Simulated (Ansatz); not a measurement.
# H4OSi, SMILES O[SiH3]: the interaction energy of a dimer with the counterpoise correction

With the Ansatz DFT code, driven from Python.

At the Python prompt:
```pycon
>>> import ansatz as az
>>> BASIS_SET = "def2-SVP"
>>> FUNCTIONAL = "r2scan"
>>> DISPERSION = "d3bj"
>>> FIRST = [
...     ("O", (0.6099, -0.9822, 0.3985)),
...     ("Si", (-0.0571, 0.3744, -0.1976)),
...     ("H", (0.1066, -1.6224, 0.8918)),
...     ("H", (-1.1317, 0.0436, -1.1349)),
...     ("H", (1.0841, 1.0, -0.8452)),
...     ("H", (-0.6118, 1.1866, 0.8873)),
... ]
>>> SECOND = [
...     ("O", (-1.9019, -3.7986, -1.1142)),
...     ("Si", (-0.3405, -3.7221, -1.5582)),
...     ("H", (-2.1684, -4.0174, -0.2268)),
...     ("H", (0.3635, -2.7093, -0.7699)),
...     ("H", (-0.4541, -3.3658, -2.9629)),
...     ("H", (0.3104, -5.0171, -1.3502)),
... ]
>>> def energy(atoms, ghosts=()):
...     molecule = az.Crystal.molecule()
...     for symbol, xyz in atoms:
...         molecule = molecule.atom(symbol, xyz)
...     calc = (
...         molecule.calculation()
...         .basis(gaussian=BASIS_SET)  # atom-centred Gaussian functions
...         .functional(FUNCTIONAL, dispersion=DISPERSION)
...     )
...     deck = calc.input()
...     if ghosts:
...         deck = deck.set(az.key.basis.gaussian.ghost_atoms, [{"symbol": s, "position_ang": list(xyz)} for s, xyz in ghosts])
...     return az.Session.from_dict(deck).plan().execute().report["free_energy_ev"]
...
>>> # ghost atoms carry the functions of the partner
>>> both = energy(FIRST + SECOND)
DeckWarning: the engine holds no damping parameters fitted to this dispersion correction and functional, so the run takes those fitted to r2scan beside the three-body term, which d3bj leaves out (hamiltonian.dispersion, under Limitations)
>>> alone = energy(FIRST) + energy(SECOND)
>>> ghosted = energy(FIRST, SECOND) + energy(SECOND, FIRST)
>>> print(f"dimer {both:.6f} eV")
dimer -19968.745762 eV
>>> print(f"interaction, uncorrected   {(both - alone):8.3f} eV")
interaction, uncorrected      0.093 eV
>>> print(f"interaction, counterpoise  {(both - ghosted):8.3f} eV")
interaction, counterpoise     0.176 eV
>>> print(f"basis-set superposition    {(alone - ghosted):8.3f} eV")
basis-set superposition       0.083 eV
```

Uncorrected it is 0.093 eV, with the counterpoise correction 0.176 eV; the difference, 0.08 eV, is the superposition error. In this basis both values are repulsive.

Notes:
- Total energies depend on the basis set; only differences at equal settings carry meaning.
- Warnings are shown shortened and without file and line.
- The dimer is a generated trial pose of unrelaxed monomers, not a minimum, so the figure is no binding energy, and the basis set is small.
- A dispersion term here runs with damping parameters fitted for another variant or functional.
- It ran for 12 s on 1 thread of AMD EPYC 7R43 64-Core Processor (Zen 3), with other jobs on the host, peak memory 0.21 GiB.
